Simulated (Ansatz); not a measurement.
# A workflow on C2H4AlFO (SMILES C=C[O][AlH][F])

Wanted: a series of 16 runs (HF/STO-3G, UHF/STO-3G, HF/3-21G, UHF/3-21G, HF/6-31G*, B3LYP/6-31G*, PBE/def2-SVP, MP2/6-31G*) of C2H4AlFO. 

The calculation is run with Ansatz 0.2.0.

## Step 1: The structure to begin with

The species is C2H4AlFO (9 atoms), meant as a singlet with charge 0. As SMILES, `C=C[O][AlH][F]`. The shape is that of a PBE0-D4/def2-TZVP optimisation. This is one conformer, not always the lowest. The run starts from this shape.

Bond lengths: C1–C2 1.325 Å, C2–O3 1.346 Å, O3–Al4 1.684 Å, Al4–F5 1.640 Å, C1–H6 1.083 Å, C1–H7 1.081 Å, C2–H8 1.090 Å, Al4–H9 1.565 Å. Angles: C1–C2–O3 123.2°, C2–O3–Al4 137.8°, O3–Al4–F5 116.4°, C1–C2–H8 121.1°, O3–C2–H8 115.7°, C2–C1–H6 121.4°, C2–C1–H7 119.7°, O3–Al4–H9 123.2°, F5–Al4–H9 120.5°, H6–C1–H7 119.0°.

## Step 2: A structure relaxation at HF/STO-3G (run 1)

Input file job.yaml:

```yaml
crystal:
  periodic: [false, false, false]
  atoms:
    - {symbol: C, position_ang: [-1.562000, -0.360100, 1.103900]}
    - {symbol: C, position_ang: [-0.728000, -0.312900, 0.075500]}
    - {symbol: O, position_ang: [0.490300, 0.256500, 0.139600]}
    - {symbol: Al, position_ang: [1.800800, 0.519300, -0.884800]}
    - {symbol: F, position_ang: [3.087600, 1.301600, -0.235000]}
    - {symbol: H, position_ang: [-1.297700, 0.065300, 2.064100]}
    - {symbol: H, position_ang: [-2.527700, -0.832200, 0.988500]}
    - {symbol: H, position_ang: [-0.999000, -0.743100, -0.888800]}
    - {symbol: H, position_ang: [1.824300, 0.059200, -2.380300]}
basis:
  gaussian:
    orbitals: STO-3G
output: {orbitals: {seedname: orbitals}}
hamiltonian:
  xc: hf
relax:
  f_tol: 0.002
```

Started as:

```sh
ansatz run job.yaml --threads 1 --pin off --max-ram 3480MiB --events-out events.jsonl --progress --plain --runs-dir runs
```

The program printed:

```text
Warning: RAYON_NUM_THREADS=1 ignored (pool sized by the plan → 1); use --threads N
The last accepted step is kept in runs//last_step.txt (removed where the run ends without a failure and the disk answers)
[... 74 lines left out ...]
Total energy: -13281.26141732 eV, -488.0773547241 hartree
[... 9 lines left out ...]
Dipole moment:     0.056845    -0.093378    -0.375015 e Å
```

Wall time 4.2 s (1 thread of AMD EPYC 9R45 (Zen 5), shared host); peak memory 0.14 GiB.

The path in brief:

| step | energy from the first frame kept (eV) | largest force (eV/Å) |
| --- | --- | --- |
| 1 | 0.0000 | 2.2810 |
| 2 | -0.2144 | 1.0334 |
| 3 | -0.2624 | 0.5664 |
| 4 | -0.2912 | 0.7755 |
| 5 | -0.3051 | 0.2382 |
| 6 | -0.3060 | 0.1350 |
| 7 | -0.3065 | 0.0258 |
| 8 | -0.3066 | 0.0056 |
| 9 | -0.3066 | 0.0035 |
| 10 | -0.3066 | 0.0002 |

After the run. Bond lengths: C1–C2 1.316 Å, C2–O3 1.370 Å, O3–Al4 1.672 Å, Al4–F5 1.603 Å, C1–H6 1.078 Å, C1–H7 1.078 Å, C2–H8 1.095 Å, Al4–H9 1.464 Å. Angles: C1–C2–O3 123.8°, C2–O3–Al4 121.8°, O3–Al4–F5 113.5°, C1–C2–H8 119.0°, O3–C2–H8 117.3°, C2–C1–H6 121.8°, C2–C1–H7 121.1°, O3–Al4–H9 122.1°, F5–Al4–H9 124.4°, H6–C1–H7 117.1°.

## Step 3: The harmonic vibrations at HF/STO-3G (run 2)

Input file input.yaml:

```yaml
crystal:
  periodic: [false, false, false]
  atoms:
    - symbol: C
      position_ang: [-1.545304, -0.373558, 1.039105]
    - symbol: C
      position_ang: [-0.613414, -0.247233, 0.118397]
    - symbol: O
      position_ang: [0.592927, 0.363605, 0.335572]
    - symbol: Al
      position_ang: [1.742669, 0.497834, -0.870799]
    - symbol: F
      position_ang: [3.078821, 1.247917, -0.399085]
    - symbol: H
      position_ang: [-1.409607, 0.005093, 2.039717]
    - symbol: H
      position_ang: [-2.480617, -0.862738, 0.821705]
    - symbol: H
      position_ang: [-0.799155, -0.648644, -0.883095]
    - symbol: H
      position_ang: [1.522281, -0.028676, -2.218817]
basis:
  gaussian: {orbitals: STO-3G}
hamiltonian: {xc: hf}
phonons: {temperatures: {t_min: 298.15, t_max: 298.15, t_step: 1}}
```

Started as:

```sh
ansatz run input.yaml --threads 1 --pin off --max-ram 3480MiB --events-out events.jsonl --progress --plain --runs-dir runs
```

The program printed:

```text
Warning: RAYON_NUM_THREADS=1 ignored (pool sized by the plan → 1); use --threads N
[... 295 lines left out ...]
Total energy: -13281.26142303 eV, -488.0773549342 hartree
[... 9 lines left out ...]
Dipole moment:     0.056845    -0.093378    -0.375015 e Å
Vibrations: 44.28 111.31 156.46 322.06 483.47 589.46 810.04 828.07 850.65 1061.36 1068.82 1208.03 1215.28 1389.53 1571.94 1722.29 2056.71 2746.26 3603.32 3670.41 3828.51 cm⁻¹, zero-point energy 1.818740 eV
```

Run time: 13 s. Hardware: 1 thread of AMD EPYC 9R45 (Zen 5), shared host.

Runs 3 to 5 aren't shown in full; the table further down has their settings and results.

## Step 4: Vibrational wavenumbers at HF/3-21G (run 6)

Input file input.yaml:

```yaml
crystal:
  periodic: [false, false, false]
  atoms:
    - {symbol: C, position_ang: [-1.327841, -0.248659, 1.119604]}
    - {symbol: C, position_ang: [-0.959078, -0.476763, -0.121965]}
    - {symbol: O, position_ang: [0.227800, -0.117090, -0.662405]}
    - {symbol: Al, position_ang: [1.750440, 0.486415, -0.908891]}
    - {symbol: F, position_ang: [2.485068, 1.224159, 0.369638]}
    - {symbol: H, position_ang: [-0.689328, 0.257511, 1.816441]}
    - {symbol: H, position_ang: [-2.289195, -0.569623, 1.463880]}
    - {symbol: H, position_ang: [-1.607085, -0.984643, -0.810793]}
    - {symbol: H, position_ang: [2.497818, 0.382291, -2.282809]}
basis:
  gaussian: {orbitals: 3-21G.json}
total_charge: 0
magnetization: {spin_polarized: false, initial_magnetization: 0}
hamiltonian: {xc: hf}
phonons: {temperatures: {t_min: 298.15, t_max: 298.15, t_step: 1}}
```

The basis set 3-21G is read from a file made from the Basis Set Exchange's data (not shown).

Started as:

```sh
ansatz run input.yaml --threads 1 --pin off --max-ram 3480MiB --events-out events.jsonl --progress --plain --runs-dir runs
```

The program printed:

```text
Warning: RAYON_NUM_THREADS=1 ignored (pool sized by the plan → 1); use --threads N
[... 298 lines left out ...]
Total energy: -13379.39554751 eV, -491.6837174908 hartree
[... 9 lines left out ...]
Dipole moment:    -0.163267    -0.161274    -0.276114 e Å
Vibrations: 46.44 63.28 171.92 314.24 532.59 549.94 708.94 807.55 819.78 955.61 1064.37 1150.04 1176.39 1402.77 1506.08 1602.45 1850.07 2118.94 3332.81 3349.12 3425.78 cm⁻¹, zero-point energy 1.670631 eV
```

Wall time 13 s (1 thread of AMD EPYC 9R45 (Zen 5), shared host).

Runs 7 to 15 aren't shown in full; the table further down has their settings and results.

## Step 5: Vibrational wavenumbers at MP2/6-31G(d) (Cartesian functions) (run 16)

Input file in.yaml:

```yaml
crystal:
  periodic: [false, false, false]
  atoms:
    - symbol: C
      position_ang: [-1.583094, -0.371337, 1.099702]
    - symbol: C
      position_ang: [-0.715072, -0.302919, 0.087511]
    - symbol: O
      position_ang: [0.512972, 0.289453, 0.216439]
    - symbol: Al
      position_ang: [1.806792, 0.522792, -0.883239]
    - symbol: F
      position_ang: [3.137555, 1.307971, -0.292704]
    - symbol: H
      position_ang: [-1.345111, 0.044172, 2.071480]
    - symbol: H
      position_ang: [-2.543667, -0.848747, 0.954813]
    - symbol: H
      position_ang: [-0.943867, -0.717757, -0.895287]
    - symbol: H
      position_ang: [1.762093, 0.029973, -2.376016]
basis:
  gaussian:
    orbitals: "6-31G*"
correlation:
  method: mp2
phonons:
  temperatures:
    t_min: 298.15
    t_max: 298.15
    t_step: 1
```

Started as:

```sh
ansatz run in.yaml --threads 1 --pin off --max-ram 3480MiB --events-out events.jsonl --progress --plain --runs-dir runs
```

The program printed:

```text
Warning: RAYON_NUM_THREADS=1 ignored (pool sized by the plan → 1); use --threads N
[... 26 lines left out ...]
9 core orbitals not correlated: weight in the atoms' cores, before any rotation towards them, 1.000 or more for the frozen orbitals, at most 0.000 for the correlated occupied ones
[... 130 lines left out ...]
9 core orbitals not correlated: weight in the atoms' cores, before any rotation towards them, 1.000 or more for the frozen orbitals, at most 0.000 for the correlated occupied ones
[... 129 lines left out ...]
9 core orbitals not correlated: weight in the atoms' cores, before any rotation towards them, 1.000 or more for the frozen orbitals, at most 0.000 for the correlated occupied ones
[... 129 lines left out ...]
Dipole moment:    -0.209480    -0.183848    -0.283300 e Å
[... 1 line left out ...]
Checks for a lower state left out: cluster_reference
```

Wall time 62 s (1 thread of AMD EPYC 9R45 (Zen 5), shared host); peak memory 0.19 GiB.

## Step 6: Overview of the runs

| run | level | task | walk f tol | partner | energy (Eh) | dipole moment (D) | wall time |
| --- | --- | --- | --- | --- | --- | --- | --- |
| 1 | HF/STO-3G | optimise | 0.002 | base | -488.077355 | 1.88 | 4.2 s |
| 2 | HF/STO-3G | frequencies | – | base | -488.077355 | 1.88 | 13 s |
| 3 | UHF/STO-3G | energy | – | cation | -487.892239 | – | 0.16 s |
| 4 | UHF/STO-3G | optimise | – | cation | -487.922156 | – | 4.2 s |
| 5 | HF/3-21G | optimise | 0.002 | base | -491.683718 | 1.72 | 7.8 s |
| 6 | HF/3-21G | frequencies | – | base | -491.683717 | 1.72 | 13 s |
| 7 | UHF/3-21G | energy | – | cation | -491.383682 | – | 0.28 s |
| 8 | UHF/3-21G | optimise | – | cation | -491.408871 | – | 11 s |
| 9 | HF/6-31G* (Cartesian functions) | optimise | 0.002 | base | -494.364385 | 2.03 | 8.4 s |
| 10 | HF/6-31G* (Cartesian functions) | frequencies | – | base | -494.364385 | 2.03 | 32 s |
| 11 | B3LYP/6-31G* (Cartesian functions) | optimise | 0.002 | base | -496.205003 | 1.78 | 15 s |
| 12 | B3LYP/6-31G* (Cartesian functions) | frequencies | – | base | -496.205003 | 1.78 | 55 s |
| 13 | PBE/def2-SVP | optimise | 0.002 | base | -495.512570 | 1.74 | 12 s |
| 14 | PBE/def2-SVP | frequencies | – | base | -495.512570 | 1.74 | 33 s |
| 15 | MP2/6-31G* (Cartesian functions) | optimise | 0.002 | base | -495.017736 | 1.91 | 15 s |
| 16 | MP2/6-31G* (Cartesian functions) | frequencies | – | base | -495.017737 | 1.91 | 62 s |

## Step 7: What came out

| quantity | value |
| --- | --- |
| run 16, MP2/6-31G*: total energy | -495.01774 Eh |
| run 16, MP2/6-31G*: dipole moment (correlated density) | 1.91 D |
| run 16, MP2/6-31G*: correlation energy (9 core orbitals frozen) | -655.6 mEh |
| run 16, MP2/6-31G*: largest force on an atom | 0.001 eV/Å |
| run 16, MP2/6-31G*: lowest harmonic wavenumber | 47 cm⁻¹ |
| run 16, MP2/6-31G*: highest harmonic wavenumber | 3343 cm⁻¹ |
| run 16, MP2/6-31G*: zero-point energy | 149.7 kJ/mol |
| vertical ionisation energy (to the doublet cation), HF/STO-3G | 5.037 eV |
| vertical ionisation energy (to the doublet cation), HF/3-21G | 8.164 eV |
| adiabatic ionisation energy (to the doublet cation, no zero-point term), HF/STO-3G | 4.223 eV |
| adiabatic ionisation energy (to the doublet cation, no zero-point term), HF/3-21G | 7.479 eV |

What this shows: At HF/STO-3G: the vertical ionisation energy comes to 5.04 eV (486 kJ/mol). Its partner is spin-contaminated (⟨S²⟩ = 0.95 against 0.75), so the difference is in doubt. In a minimal basis such a difference can be off by several eV, whatever the method. At HF/3-21G: the vertical ionisation energy comes to 8.16 eV (788 kJ/mol). At HF/STO-3G: the adiabatic ionisation energy (to the doublet cation, no zero-point term) is 4.22 eV (97 kcal/mol). Its partner is spin-contaminated (⟨S²⟩ = 1.02 against 0.75), so the difference is in doubt. Totals of different functionals can't be ranked against each other. In runs 1, 2, 3, 4 the basis is minimal, so the values are rough. Spin contamination of the reference: run 4 ⟨S²⟩ = 1.02, run 3 ⟨S²⟩ = 0.95. All runs together took 4.8 min, the longest 62 s.
